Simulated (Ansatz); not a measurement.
Task: vertical and adiabatic energies of changing the electron count of CHClSe, SMILES ClC=[Se], with the Ansatz DFT code, driven from Python. Give the script and its output. Level of theory (for the species named): B3LYP, def2-SVP basis, multiplicity 1.

```yaml
atoms:
  - { symbol: Cl, position_ang: [1.3290, -0.0569, -0.9731] }
  - { symbol: C, position_ang: [-0.0068, -0.0996, 0.2059] }
  - { symbol: Se, position_ang: [-1.5204, 0.6494, -0.4177] }
  - { symbol: H, position_ang: [0.2537, -0.5531, 1.1646] }
```

`chclse.py`:
```python
"""How CHClSe relaxes after losing an electron."""

import itertools
import warnings

import ansatz as az
from ase.data import atomic_numbers, covalent_radii
import numpy as np

SETTINGS = {
    "basis_set": "def2-SVP",
    "functional": "B3LYP",
    "charge": 1,
}


def main() -> None:
    warnings.simplefilter("ignore", az.DeckWarning)

    geometry_ang = [
        ("Cl", (1.329, -0.0569, -0.9731)),
        ("C", (-0.0068, -0.0996, 0.2059)),
        ("Se", (-1.5204, 0.6494, -0.4177)),
        ("H", (0.2537, -0.5531, 1.1646)),
    ]
    chclse = az.Crystal.molecule()
    for symbol, xyz in geometry_ang:
        chclse = chclse.atom(symbol, xyz)

    model = (
        chclse.calculation()
        .basis(gaussian=SETTINGS["basis_set"])
        .functional(SETTINGS["functional"])
    )
    symbols = [site.symbol for site in chclse.cartesian_sites]
    start = np.array([site.position_ang for site in chclse.cartesian_sites], dtype=float)
    r = model.relax(force_tolerance=0.01).run(threads=1, backend="cpu").report
    end = np.array(r["positions_ang"])

    minimum = az.Crystal.molecule()
    for symbol, place in zip(symbols, end):
        minimum = minimum.atom(symbol, place.tolist())
    ion = minimum.calculation()
    ion = ion.basis(gaussian=SETTINGS["basis_set"])
    ion = ion.functional(SETTINGS["functional"])
    ion = ion.charge(SETTINGS["charge"])
    ion = ion.spin("collinear", total=1)
    vertical = ion.run(threads=1, backend="cpu").report
    settled = ion.relax(force_tolerance=0.01, max_steps=80).run(threads=1, backend="cpu").report
    print(f"vertical ionisation energy   {vertical['free_energy_ev'] - r['free_energy_ev']:.3f} eV")
    print(f"adiabatic, no zero point     {settled['free_energy_ev'] - r['free_energy_ev']:.3f} eV")
    print(f"relaxation energy of the ion {vertical['free_energy_ev'] - settled['free_energy_ev']:.3f} eV")
    ionised = np.array(settled["positions_ang"])
    # pairs closer than 1.2 times the sum of covalent radii, before or after
    radius = [covalent_radii[atomic_numbers[s]] for s in symbols]
    span = lambda where, i, j: np.linalg.norm(where[i] - where[j])
    bonded = [(i, j) for i, j in itertools.combinations(range(len(symbols)), 2) if min(span(end, i, j), span(ionised, i, j)) < 1.2 * (radius[i] + radius[j])]
    print("pair        before    after (A)")
    for i, j in bonded:
        print(f"{symbols[i]}{i}-{symbols[j]}{j}".ljust(10), f"{span(end, i, j):8.4f} {span(ionised, i, j):8.4f}")


if __name__ == "__main__":
    main()
```

Running `python chclse.py` prints:
```text
vertical ionisation energy   9.104 eV
adiabatic, no zero point     9.006 eV
relaxation energy of the ion 0.097 eV
pair        before    after (A)
Cl0-C1       1.7328   1.6593
C1-Se2       1.7522   1.7894
C1-H3        1.0971   1.1043
```

Caveats:
- The energies are electronic: no zero-point or thermal terms, and the basis set is short of its limit. The product may relax into another structure. The relaxation finds the nearest minimum, so the adiabatic value is an upper bound.
- b3lyp holds the VWN-RPA fit, as in Gaussian; the form of ORCA and Turbomole is b3lyp5.
- Finished in 53 s on 1 thread of Arm Neoverse V1, with other jobs on the host, peak memory 0.26 GiB.
